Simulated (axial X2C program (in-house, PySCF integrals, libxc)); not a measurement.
**CdLi⁺: bond curves with and without spin–orbit coupling**

What are the state, bond length, wavenumber and bond energy of CdLi⁺, and what does spin–orbit coupling change?

The runs use an in-house X2C program for linear molecules on PySCF integrals; all-electron X2C, Cd dyall-cv3z, Li dyall-cv3z.

All values are calculated.

## 1. Input

task.json reads:

```json
{"zs": [48, 3], "q": 1, "bas": ["dyall-cv3z", "dyall-cv3z"], "levels": ["PBE0", "HF", "BLYP"], "cc": true, "r0": 2.69, "thr": -2.0, "nmax": 90, "npts": 10, "nst": 2, "ntry": 6}
```

Keys: zs atomic numbers; q charge; bas basis sets; levels methods (HF also brings MP2); cc coupled cluster on or off; r0 starting distance in Å; thr threshold in hartree for freezing inner shells (an s shell follows its p shell); nmax most natural virtual spinors; npts points asked for on the curve; nst determinants followed; ntry starts of the search.

Command:

```
python so2c.py task.json out
```

Spin-free means the one-electron spin-free X2C Hamiltonian; two-component (2c) means X2C with spin–orbit coupling and atomic mean-field two-electron Coulomb and Gaunt terms. Basis: Cd dyall-cv3z contracted to [12s12p8d5f3g], Li dyall-cv3z contracted to [7s8p2d]; Gaussian nuclei, density fitting. Masses: Cd 113.903 u, Li 7.016 u.

Notation: σ, π±, δ± give the projection m of an orbital's angular momentum (0, ±1, ±2), α and β its spin, Λ and M_S the sums; ω is the projection of a spinor's total angular momentum and Ω the sum. Logs are in hartree.

The results follow Hamiltonian by Hamiltonian and level by level.

## 2. State search with PBE0

PBE0 moves the distance from 2.690 Å to 2.784 Å and compares determinants there.

Spin-free determinants:

| ΔE (eV) | state | open shells |
| --- | --- | --- |
| 0.00 | M_S = 0, Λ = 0 | closed shell |
| 3.21 | M_S = 1, Λ = 0 | beyond closed shells: 2 × σα |
| 4.22 | M_S = 1, Λ = 1 | beyond closed shells: σα, π+α |
| 4.90 | M_S = 0, Λ = 1 | beyond closed shells: σα, π+β |

Two-component determinants:

| ΔE (eV) | state | open shells |
| --- | --- | --- |
| 0.00 | Ω = 0 | closed shell |
| 3.21 | Ω = 1 | excess of +ω over −ω: 2 × ω = 1/2 |
| 4.30 | Ω = 2 | excess of +ω over −ω: ω = 1/2, ω = 3/2 |
| 4.96 | Ω = 1 | excess of +ω over −ω: ω = -1/2, ω = 3/2 |

## 3. PBE0, spin-free

State followed: M_S = 0, Λ = 0 (closed shell). The scan is laid around 2.784 Å, a first estimate of the minimum, and this SCF restarts from the orbitals of the search.

The SCF at the reference distance of 2.784 Å:

```text
spin-free X2C-1e  PBE0
basis functions 191  fitting functions 836  grid points 5085
iter        total energy     max residual
   1      -5600.990034579     1.72e-05
   2      -5600.990034581     3.16e-06
converged
one-electron -7762.49844001  Coulomb 2291.47365212  exact exchange -38.74470455  xc functional -118.59177719  nuclear repulsion 27.37123505
```

Along the bond, energies from the lowest point:

| R (Å) | E (eV) | μ (D) | HOMO (eV) | LUMO (eV) | iterations |
| --- | --- | --- | --- | --- | --- |
| 2.422 | 0.1452 | 6.85 | -12.19 | -6.36 | 11 |
| 2.533 | 0.0612 | 7.29 | -12.05 | -6.37 | 10 |
| 2.617 | 0.0245 | 7.64 | -11.94 | -6.38 | 9 |
| 2.700 | 0.0054 | 8.00 | -11.83 | -6.39 | 9 |
| 2.784 | 0.0000 | 8.38 | -11.72 | -6.40 | 2 |
| 2.881 | 0.0067 | 8.83 | -11.59 | -6.41 | 9 |
| 2.979 | 0.0243 | 9.30 | -11.46 | -6.41 | 9 |
| 3.104 | 0.0574 | 9.92 | -11.30 | -6.42 | 9 |
| 3.257 | 0.1083 | 10.71 | -11.11 | -6.43 | 9 |
| 3.480 | 0.1905 | 11.90 | -10.85 | -6.44 | 9 |

Dipoles are positive if Li is the positive end and refer to the centre of mass.

Outer orbitals at the reference distance:

```csv
symmetry,occupied,ε (eV),atomic character
σα,yes,-19.30,100% Cd d
π+α,yes,-19.25,100% Cd d
π-α,yes,-19.25,100% Cd d
δ-α,yes,-19.20,100% Cd d
δ+α,yes,-19.20,100% Cd d
σα,yes,-11.72,"67% Cd s, 16% Li p, 13% Li s"
σα,no,-6.40,"53% Cd p, 34% Li s, 9% Cd s"
π-α,no,-5.43,"58% Cd p, 38% Li p, 3% Li d"
π+α,no,-5.43,"58% Cd p, 38% Li p, 3% Li d"
σα,no,-4.70,"47% Li p, 32% Li s, 17% Cd p"
```

PBE0 fields in the half plane through the axis: z from -2.4 to 5.1 Å across, distance from the axis 0.15 to 2.25 Å upwards; Cd lies at z = 0 and Li at z = 2.784 Å; the ELF is damped to zero where the density is low.

log10 density (e/bohr³). Ten even steps from '0' (-6.72 ) to '9' (1.80 ):
```
22333344444443333322211000
23334444444444443332221100
23344455555544444333221110
33444555555555444433221110
33445566666555544443321111
34455667776655555554321111
34455678887665556665432111
34456678987665557876532111
```

ELF. Ten even steps from ' ' (0.00 ) to '@' (1.00 ):
```
          ....::------==--::..                      
        ..::::----====++****++--..                  
      ..::::::::----==++**%%%%##==..                
    ..::::::::::::::--==**%%%%##::                  
    ........::::::::::--++##%%==                    
  ........::--==++==--::==####      ..              
  ........::++######++::--**==  --@@@@@@**          
  ........--**::##::**----**::  @@@@@@@@@@          
```

Re = 2.781 Å, ωe = 250.4 cm⁻¹, ωexe = 2.58 cm⁻¹, Be = 0.3297 cm⁻¹, De = 0.713 eV, μ = 8.37 D.

## 4. HF, spin-free

Output at 2.784 Å:

```text
spin-free X2C-1e  HF
basis functions 191  fitting functions 836  grid points 5085
iter        total energy     max residual
   1      -5598.632371043     5.03e-01
   2      -5598.653689639     8.12e-03
   3      -5598.654465479     1.14e-02
   4      -5598.654528878     2.76e-03
   5      -5598.654538751     6.09e-04
   6      -5598.654539644     2.01e-04
   7      -5598.654539771     5.51e-05
   8      -5598.654539786     7.10e-06
   9      -5598.654539787     1.22e-06
converged
one-electron -7762.38117166  Coulomb 2291.43944138  exact exchange -155.08404456  xc functional 0.00000000  nuclear repulsion 27.37123505
```

Re = 2.886 Å, ωe = 238.9 cm⁻¹, ωexe = 2.41 cm⁻¹, Be = 0.3062 cm⁻¹, De = 0.698 eV, μ = 8.24 D.

## 5. BLYP, spin-free

The SCF at the reference distance of 2.784 Å:

```text
spin-free X2C-1e  BLYP
basis functions 191  fitting functions 836  grid points 5085
iter        total energy     max residual
   1      -5601.542429281     1.70e-01
   2      -5601.546881298     9.91e-03
   3      -5601.547159749     3.28e-02
   4      -5601.547850509     2.55e-03
   5      -5601.547850634     1.07e-03
   6      -5601.547859842     5.55e-04
   7      -5601.547860805     2.49e-04
   8      -5601.547861136     3.38e-05
   9      -5601.547861138     1.05e-05
converged
one-electron -7761.84520022  Coulomb 2290.78279266  exact exchange 0.00000000  xc functional -157.85668863  nuclear repulsion 27.37123505
```

Re = 2.785 Å, ωe = 240.7 cm⁻¹, ωexe = 2.7 cm⁻¹, Be = 0.3288 cm⁻¹, De = 0.663 eV, μ = 8.73 D.

## 6. Correlated methods, spin-free

Correlated methods: 12 electrons correlated (frozen shells, counted by type: Cd 4 s, 3 p, 1 d; Li 1 s), 250 virtual spinors in MP2, 90 natural virtuals in coupled cluster.

Output of the correlated part at 2.784 Å:

```text
correlated 12  virtual 250  natural virtual 90  E(MP2) -0.463361004  MP2 remainder -0.017399619
iter   CCSD correlation   residual
   1     -0.404578292   1.24e-01
   2     -0.415042784   4.28e-02
   3     -0.416205425   1.77e-02
   4     -0.416103246   3.93e-03
   5     -0.416166794   1.47e-03
   6     -0.416162094   3.32e-04
   7     -0.416161522   6.93e-05
   8     -0.416162371   1.66e-05
   9     -0.416162093   4.90e-06
  10     -0.416162154   1.17e-06
  11     -0.416162130   3.37e-07
  12     -0.416162134   1.03e-07
(T) -0.015907847  T1 0.0307  D1 0.0730  max T2 0.111
```

T1 in the output is the amplitude norm over the root of the electron number; divide by √2 for the Lee–Taylor value.

MP2: Re = 2.793 Å, ωe = 239.1 cm⁻¹, Be = 0.327 cm⁻¹, De = 0.555 eV.

CCSD: Re = 2.824 Å, ωe = 239.3 cm⁻¹, ωexe = 2.69 cm⁻¹, Be = 0.3199 cm⁻¹, De = 0.604 eV. T1 at Re = 0.022 (Lee–Taylor, the printed value over √2).

CCSD(T): Re = 2.818 Å, ωe = 239.4 cm⁻¹, ωexe = 2.71 cm⁻¹, Be = 0.3212 cm⁻¹, De = 0.593 eV. T1 at Re = 0.022 (Lee–Taylor, the printed value over √2).

## 7. The spin-free curves together

Energy (eV) of the followed determinant, spin-free, from each level's lowest point:

| R (Å) | PBE0 | HF | MP2 | CCSD | CCSD(T) | BLYP |
| --- | --- | --- | --- | --- | --- | --- |
| 2.422 | 0.145 | 0.241 | 0.146 | n/a | n/a | 0.139 |
| 2.533 | 0.061 | 0.124 | 0.063 | 0.079 | 0.076 | 0.059 |
| 2.617 | 0.024 | 0.066 | 0.026 | 0.036 | 0.034 | 0.024 |
| 2.700 | 0.005 | 0.029 | 0.007 | 0.011 | 0.010 | 0.005 |
| 2.784 | 0.000 | 0.008 | 0.000 | 0.000 | 0.000 | 0.000 |
| 2.881 | 0.007 | 0.000 | 0.005 | 0.001 | 0.002 | 0.006 |
| 2.979 | 0.024 | 0.005 | 0.020 | 0.013 | 0.014 | 0.022 |
| 3.104 | 0.057 | 0.027 | 0.048 | 0.040 | 0.042 | 0.052 |
| 3.257 | 0.108 | 0.067 | 0.093 | n/a | n/a | 0.098 |
| 3.480 | 0.190 | 0.141 | 0.164 | n/a | n/a | 0.172 |

## 8. PBE0, 2c

State followed: Ω = 0 (closed shell). The scan is laid around 2.784 Å, a first estimate of the minimum, and this SCF restarts from the orbitals of the search.

Output at 2.784 Å:

```text
two-component X2C + atomic mean field  PBE0
basis functions 191  fitting functions 836  grid points 5085
iter        total energy     max residual
   1      -5598.649023477     6.31e-06
   2      -5598.649023477     2.53e-06
converged
one-electron -7755.90725770  Coulomb 2290.17700621  exact exchange -38.72133161  xc functional -118.52323520  nuclear repulsion 27.37123505  atomic mean-field constant -3.04544022
```

Along the bond, energies from the lowest point:

| R (Å) | E (eV) | μ (D) | HOMO (eV) | LUMO (eV) | iterations |
| --- | --- | --- | --- | --- | --- |
| 2.422 | 0.1453 | 6.85 | -12.19 | -6.37 | 11 |
| 2.533 | 0.0613 | 7.29 | -12.04 | -6.38 | 10 |
| 2.617 | 0.0245 | 7.64 | -11.94 | -6.39 | 9 |
| 2.700 | 0.0054 | 8.00 | -11.82 | -6.40 | 9 |
| 2.784 | 0.0000 | 8.38 | -11.72 | -6.40 | 2 |
| 2.881 | 0.0067 | 8.83 | -11.59 | -6.41 | 9 |
| 2.979 | 0.0243 | 9.30 | -11.46 | -6.41 | 9 |
| 3.104 | 0.0574 | 9.92 | -11.30 | -6.42 | 9 |
| 3.257 | 0.1083 | 10.71 | -11.11 | -6.43 | 9 |
| 3.480 | 0.1904 | 11.90 | -10.85 | -6.45 | 9 |

Dipoles are positive if Li is the positive end and refer to the centre of mass.

Outer spinors at the reference distance:

```json
{"ω": "1/2", "occupied": "yes", "ε (eV)": "-19.69", "atomic character": "100% Cd d", "λ mixture": "57% π, 43% σ"}
{"ω": "3/2", "occupied": "yes", "ε (eV)": "-19.63", "atomic character": "100% Cd d", "λ mixture": "77% δ, 23% π"}
{"ω": "1/2", "occupied": "yes", "ε (eV)": "-19.02", "atomic character": "100% Cd d", "λ mixture": "57% σ, 43% π"}
{"ω": "3/2", "occupied": "yes", "ε (eV)": "-18.98", "atomic character": "100% Cd d", "λ mixture": "77% π, 23% δ"}
{"ω": "5/2", "occupied": "yes", "ε (eV)": "-18.94", "atomic character": "100% Cd d", "λ mixture": "100% δ"}
{"ω": "1/2", "occupied": "yes", "ε (eV)": "-11.72", "atomic character": "67% Cd s, 16% Li p, 13% Li s", "λ mixture": "100% σ"}
{"ω": "1/2", "occupied": "no", "ε (eV)": "-6.40", "atomic character": "54% Cd p, 34% Li s, 9% Cd s", "λ mixture": "100% σ"}
{"ω": "1/2", "occupied": "no", "ε (eV)": "-5.47", "atomic character": "60% Cd p, 36% Li p, 3% Li d", "λ mixture": "99% π, 1% σ"}
{"ω": "3/2", "occupied": "no", "ε (eV)": "-5.38", "atomic character": "57% Cd p, 39% Li p, 3% Li d", "λ mixture": "100% π"}
{"ω": "1/2", "occupied": "no", "ε (eV)": "-4.69", "atomic character": "47% Li p, 31% Li s, 17% Cd p", "λ mixture": "100% σ"}
```

PBE0 fields in the half plane through the axis: z from -2.4 to 5.1 Å across, distance from the axis 0.15 to 2.25 Å upwards; Cd lies at z = 0 and Li at z = 2.784 Å; the ELF is damped to zero where the density is low.

log10 density (e/bohr³). Ten even steps from '0' (-6.72 ) to '9' (1.80 ):
```
22333344444443333322211000
23334444444444443332221100
23344455555544444333221110
33444555555555444433221110
33445566666555544443321111
34455667776655555554321111
34455678887665556665432111
34456678987665557876532111
```

ELF. Ten even steps from ' ' (0.00 ) to '@' (1.00 ):
```
          ....::------==--::..                      
        ..::::----====++****++--..                  
      ..::::::::----==++**%%%%##==..                
    ..::::::::::::::--==**%%%%##::                  
    ........::::::::::--++##%%==                    
  ........::--==++==--::==####      ..              
  ........::++######++::--**==  --@@@@@@**          
  ........--**::##::**----**::  @@@@@@@@@@          
```

Re = 2.782 Å, ωe = 250.4 cm⁻¹, ωexe = 2.57 cm⁻¹, Be = 0.3297 cm⁻¹, De = 0.713 eV, μ = 8.37 D.

## 9. HF, 2c

The SCF at the reference distance of 2.784 Å:

```text
two-component X2C + atomic mean field  HF
basis functions 191  fitting functions 836  grid points 5085
iter        total energy     max residual
   1      -5596.289783112     5.04e-01
   2      -5596.311096308     8.09e-03
   3      -5596.311871415     1.13e-02
   4      -5596.311934605     2.75e-03
   5      -5596.311944335     6.17e-04
   6      -5596.311945238     2.04e-04
   7      -5596.311945366     4.96e-05
   8      -5596.311945381     7.36e-06
   9      -5596.311945382     1.12e-06
converged
one-electron -7755.78666899  Coulomb 2290.13922914  exact exchange -154.99030036  xc functional 0.00000000  nuclear repulsion 27.37123505  atomic mean-field constant -3.04544022
```

Re = 2.886 Å, ωe = 239.0 cm⁻¹, ωexe = 2.41 cm⁻¹, Be = 0.3062 cm⁻¹, De = 0.698 eV, μ = 8.25 D.

## 10. BLYP, 2c

Output at 2.784 Å:

```text
two-component X2C + atomic mean field  BLYP
basis functions 191  fitting functions 836  grid points 5085
iter        total energy     max residual
   1      -5599.201786290     1.70e-01
   2      -5599.206237877     9.91e-03
   3      -5599.206516391     3.29e-02
   4      -5599.207206769     2.56e-03
   5      -5599.207206826     9.05e-04
   6      -5599.207216141     5.55e-04
   7      -5599.207217098     2.48e-04
   8      -5599.207217429     3.29e-05
   9      -5599.207217431     1.03e-05
converged
one-electron -7755.25403635  Coulomb 2289.48620870  exact exchange 0.00000000  xc functional -157.76518461  nuclear repulsion 27.37123505  atomic mean-field constant -3.04544022
```

Re = 2.785 Å, ωe = 240.7 cm⁻¹, ωexe = 2.7 cm⁻¹, Be = 0.3288 cm⁻¹, De = 0.663 eV, μ = 8.73 D.

## 11. MP2 and beyond, 2c

Correlated methods: 12 electrons correlated (frozen shells, counted by type: Cd 4 s, 3 p, 1 d; Li 1 s), 250 virtual spinors in MP2, 90 natural virtuals in coupled cluster.

Output of the correlated part at 2.784 Å:

```text
correlated 12  virtual 250  natural virtual 90  E(MP2) -0.463282601  MP2 remainder -0.017393262
iter   CCSD correlation   residual
   1     -0.404537530   1.24e-01
   2     -0.414989975   4.27e-02
   3     -0.416150212   1.77e-02
   4     -0.416048072   3.94e-03
   5     -0.416111726   1.48e-03
   6     -0.416106955   3.42e-04
   7     -0.416106377   7.85e-05
   8     -0.416107368   2.44e-05
   9     -0.416106938   9.74e-06
  10     -0.416107034   3.62e-06
  11     -0.416106989   1.24e-06
  12     -0.416107009   3.22e-07
(T) -0.015896263  T1 0.0307  D1 0.0730  max T2 0.112
```

MP2: Re = 2.793 Å, ωe = 239.1 cm⁻¹, Be = 0.3269 cm⁻¹, De = 0.555 eV.

CCSD: Re = 2.824 Å, ωe = 239.2 cm⁻¹, ωexe = 2.68 cm⁻¹, Be = 0.3198 cm⁻¹, De = 0.604 eV. T1 at Re = 0.022 (Lee–Taylor, the printed value over √2).

CCSD(T): Re = 2.818 Å, ωe = 239.3 cm⁻¹, ωexe = 2.71 cm⁻¹, Be = 0.3211 cm⁻¹, De = 0.593 eV. T1 at Re = 0.022 (Lee–Taylor, the printed value over √2).

## 12. The 2c curves together

Energy (eV) of the followed determinant, 2c, from each level's lowest point:

| R (Å) | PBE0 | HF | MP2 | CCSD | CCSD(T) | BLYP |
| --- | --- | --- | --- | --- | --- | --- |
| 2.422 | 0.145 | 0.241 | 0.146 | n/a | n/a | 0.139 |
| 2.533 | 0.061 | 0.124 | 0.063 | 0.079 | 0.076 | 0.059 |
| 2.617 | 0.025 | 0.066 | 0.026 | 0.036 | 0.034 | 0.024 |
| 2.700 | 0.005 | 0.029 | 0.007 | 0.011 | 0.010 | 0.005 |
| 2.784 | 0.000 | 0.008 | 0.000 | 0.000 | 0.000 | 0.000 |
| 2.881 | 0.007 | 0.000 | 0.005 | 0.001 | 0.002 | 0.006 |
| 2.979 | 0.024 | 0.005 | 0.020 | 0.013 | 0.014 | 0.022 |
| 3.104 | 0.057 | 0.027 | 0.048 | 0.040 | 0.042 | 0.052 |
| 3.257 | 0.108 | 0.067 | 0.093 | n/a | n/a | 0.098 |
| 3.480 | 0.190 | 0.141 | 0.164 | n/a | n/a | 0.172 |

The whole job took 93 s on 1 thread of Arm Neoverse V1, shared host; peak memory 0.74 GiB.

## 13. Constants

Lowest determinant that the search found at its distance, spin-free: M_S = 0, Λ = 0 (closed shell).

Lowest determinant that the search found at its distance, 2c: Ω = 0 (closed shell).

```tsv
Hamiltonian	level	Re (Å)	ωe (cm⁻¹)	De (eV)	μ (D)
spin-free	PBE0	2.781	250.4	0.713	8.37
spin-free	HF	2.886	238.9	0.698	8.24
spin-free	MP2	2.793	239.1	0.555	n/a
spin-free	CCSD	2.824	239.3	0.604	n/a
spin-free	CCSD(T)	2.818	239.4	0.593	n/a
spin-free	BLYP	2.785	240.7	0.663	8.73
2c	PBE0	2.782	250.4	0.713	8.37
2c	HF	2.886	239.0	0.698	8.25
2c	MP2	2.793	239.1	0.555	n/a
2c	CCSD	2.824	239.2	0.604	n/a
2c	CCSD(T)	2.818	239.3	0.593	n/a
2c	BLYP	2.785	240.7	0.663	8.73
```

Dipoles are positive if Li is the positive end and refer to the centre of mass.

Time per point (s) on 1 thread of Arm Neoverse V1, shared host (2c runs; CCSD comes with the CCSD(T) run); the times are rough: PBE0 0.35, HF 0.2, MP2 0.42, CCSD(T) 3.6, BLYP 0.25.

**Reading.** At CCSD(T), going from spin-free to two-component changes Re by 0 mÅ, ωe by 0.0 %; the spin-free picture holds up (part of it comes from the scalar share of the two-electron terms). De moves by 0.00 eV; both De rest on single-determinant atoms, which can miss part of an open shell's spin–orbit lowering.

De refers to Cd + Li+, each in the lowest determinant found, which need not be this curve's own limit. Each curve is one determinant whose occupation by symmetry is held fixed; it was picked as the lowest of a PBE0 search that is not exhaustive. Closed shells are restricted here (equal orbitals for both partners), which fails at long range if the bond breaks into open shells. De is counted from the lowest determinant-based energies of the atoms at the same level, without counterpoise correction. CCSD and (T) use frozen natural virtuals with an MP2 correction for the truncation.
